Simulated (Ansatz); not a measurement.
# C6H14O2Sn: how energies converge with the basis set

An exercise on one series of results from a longer session: the logs are not shown, and one member is left open.

Computed with Ansatz 0.2.0, Gaussian basis. Level: one geometry, several basis sets.

The runs, in order: PBE0-D4/def2-SVP; ωB97M-V/def2-SVP; PBE0-D4/def2-QZVPP; ωB97M-V/def2-QZVPP; the functionals' def2-TZVPP values are taken from earlier runs.

### The relaxed structure

All runs share one geometry, relaxed beforehand with PBE0-D4 in a triple-zeta def2 set. Sn takes the def2 core potential; no spin-orbit term is included.

SMILES `CC(C)[O][Sn][O]C(C)C`, 23 atoms, charge 0, spin multiplicity 1.

Atoms are counted from 1 here; the program's logs count them from 0.

Bond lengths: C1–C2 1.517 Å, C1–H10 1.093 Å, C1–H11 1.093 Å, C1–H12 1.092 Å, C2–C3 1.517 Å, C2–O4 1.409 Å, C2–H13 1.105 Å, C3–H14 1.093 Å, C3–H15 1.092 Å, C3–H16 1.093 Å, O4–Sn5 1.985 Å, Sn5–O6 1.963 Å, O6–C7 1.417 Å, C7–C8 1.517 Å, C7–C9 1.516 Å, C7–H17 1.098 Å, C8–H18 1.093 Å, C8–H19 1.093 Å and more. Angles: C2–C1–H10 111.2°, C2–C1–H11 109.8°, C2–C1–H12 110.6°, H10–C1–H11 108.6°, H10–C1–H12 108.4°, H11–C1–H12 108.1°, C1–C2–C3 111.9°, C1–C2–O4 109.2°, C1–C2–H13 108.0°, C3–C2–O4 109.2°, C3–C2–H13 108.0°, O4–C2–H13 110.6°, C2–C3–H14 111.2°, C2–C3–H15 110.6°, C2–C3–H16 109.8°, H14–C3–H15 108.4°, H14–C3–H16 108.6°, H15–C3–H16 108.1° and more.

Coordinates:

```mol
C6H14O2Sn
  3D, bonds by distance, orders not assigned

 23 22  0  0  0  0  0  0  0  0999 V2000
   -0.9408    1.0253   -2.7560 C   0  0
    0.4252    1.0452   -2.0961 C   0  0
    1.3601    0.0146   -2.7010 C   0  0
    0.2779    0.7842   -0.7191 O   0  0
    0.8114    2.0381    0.7250 Sn  0  0
    0.1911    0.8707    2.1768 O   0  0
   -0.4180   -0.4032    2.0581 C   0  0
    0.6477   -1.4789    1.9601 C   0  0
   -1.3211   -0.6041    3.2586 C   0  0
   -0.8638    1.2197   -3.8289 H   0  0
   -1.4083    0.0481   -2.6114 H   0  0
   -1.5925    1.7821   -2.3138 H   0  0
    0.8680    2.0448   -2.2575 H   0  0
    1.4912    0.1814   -3.7733 H   0  0
    2.3411    0.0573   -2.2227 H   0  0
    0.9526   -0.9885   -2.5515 H   0  0
   -1.0235   -0.4392    1.1428 H   0  0
    1.2992   -1.4440    2.8374 H   0  0
    0.1953   -2.4725    1.9034 H   0  0
    1.2543   -1.3316    1.0637 H   0  0
   -2.0727    0.1862    3.3078 H   0  0
   -1.8348   -1.5675    3.2026 H   0  0
   -0.7348   -0.5754    4.1807 H   0  0
  1  2  8  0
  2  3  8  0
  2  4  8  0
  4  5  8  0
  5  6  8  0
  6  7  8  0
  7  8  8  0
  7  9  8  0
  1 10  8  0
  1 11  8  0
  1 12  8  0
  2 13  8  0
  3 14  8  0
  3 15  8  0
  3 16  8  0
  7 17  8  0
  8 18  8  0
  8 19  8  0
  8 20  8  0
  9 21  8  0
  9 22  8  0
  9 23  8  0
M  END
```

The first run:

File in.yaml:

```yaml
crystal:
  periodic: [false, false, false]
  atoms:
    - {symbol: C, position_ang: [-0.940820, 1.025316, -2.756039]}
    - {symbol: C, position_ang: [0.425245, 1.045228, -2.096076]}
    - {symbol: C, position_ang: [1.360085, 0.014596, -2.701045]}
    - {symbol: O, position_ang: [0.277931, 0.784233, -0.719070]}
    - {symbol: Sn, position_ang: [0.811362, 2.038056, 0.724954]}
    - {symbol: O, position_ang: [0.191134, 0.870722, 2.176760]}
    - {symbol: C, position_ang: [-0.417959, -0.403192, 2.058052]}
    - {symbol: C, position_ang: [0.647682, -1.478866, 1.960080]}
    - {symbol: C, position_ang: [-1.321126, -0.604107, 3.258550]}
    - {symbol: H, position_ang: [-0.863790, 1.219663, -3.828945]}
    - {symbol: H, position_ang: [-1.408300, 0.048054, -2.611392]}
    - {symbol: H, position_ang: [-1.592530, 1.782078, -2.313825]}
    - {symbol: H, position_ang: [0.868004, 2.044801, -2.257478]}
    - {symbol: H, position_ang: [1.491201, 0.181439, -3.773325]}
    - {symbol: H, position_ang: [2.341124, 0.057326, -2.222663]}
    - {symbol: H, position_ang: [0.952646, -0.988499, -2.551471]}
    - {symbol: H, position_ang: [-1.023470, -0.439195, 1.142837]}
    - {symbol: H, position_ang: [1.299235, -1.443956, 2.837442]}
    - {symbol: H, position_ang: [0.195295, -2.472470, 1.903386]}
    - {symbol: H, position_ang: [1.254293, -1.331601, 1.063742]}
    - {symbol: H, position_ang: [-2.072728, 0.186197, 3.307769]}
    - {symbol: H, position_ang: [-1.834791, -1.567458, 3.202565]}
    - {symbol: H, position_ang: [-0.734823, -0.575364, 4.180689]}
basis:
  gaussian: {orbitals: def2-SVP}
hamiltonian: {xc: pbe0, dispersion: d4}
output: {orbitals: {seedname: orbitals}}
```

Started as:

```
ansatz run in.yaml --threads 4 --pin off --events-out ev --progress --plain --max-ram 46080MiB --backend cpu
```

Steps of the session up to this table: PBE0-D4 in def2-SVP; ωB97M-V in def2-SVP; PBE0-D4 in def2-QZVPP; ωB97M-V in def2-QZVPP.

One of the session's tables, all rows but one given; the rest of the session is left out.

It belongs to the step «Functionals by basis». 

```
functional       basis  HOMO (eV)  LUMO (eV)
   PBE0-D4    def2-SVP      -7.12      -1.81
   PBE0-D4  def2-TZVPP      -7.20      -1.91
   PBE0-D4  def2-QZVPP          ?          ?
   ωB97M-V    def2-SVP      -9.32      -0.03
   ωB97M-V  def2-TZVPP      -9.42      -0.26
   ωB97M-V  def2-QZVPP      -9.43      -0.32
```

Estimate the missing values for PBE0-D4, def2-QZVPP.

As computed: HOMO (eV): -7.21; LUMO (eV): -1.93. In the column «HOMO (eV)» it lies between ωB97M-V, def2-SVP (-9.32) and PBE0-D4, def2-TZVPP (-7.20).
